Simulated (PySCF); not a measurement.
# H4HfO4 (Hf(OH)4): the cost of one run

Computed with PySCF 2.14.0 and routines of our own; the level stands in each step. Atoms count from 0.

## 1. The starting structure

9 atoms, charge 0, multiplicity 1; geometry from: GFN2-xTB.

## 2. Geometry optimisation at PBE0-D3(BJ)/def2-SVP

What the job is given:

```
{"job": {"xc": "PBE0", "basis": "def2-SVP", "d3": "d3bj", "grid": 1, "maxiter": 30, "shake": 0.03, "kind": "geom"}, "charge": 0, "multiplicity": 1}
Hf     0.061050    -0.077190     0.010860
O      0.034250     0.163720     1.855620
H     -0.593240     0.881640     2.125090
O      1.907030    -0.171180    -0.468920
H      2.361890    -0.060840     0.282030
O     -1.070270     1.465310    -0.539820
H     -1.676810     1.172450    -1.193230
O     -0.754860    -1.435910    -0.888450
H     -0.136310    -2.007430    -1.208840
```

Started as:

```console
> OMP_NUM_THREADS=1 python heavy_run.py task.json out
```

The driver reads the jobs from task.json and runs them one after another.

Q: Estimate the wall time and peak memory of this first job on 1 thread of AMD EPYC 9B45, shared host.

About 70 s, with a peak of 0.42 GiB.
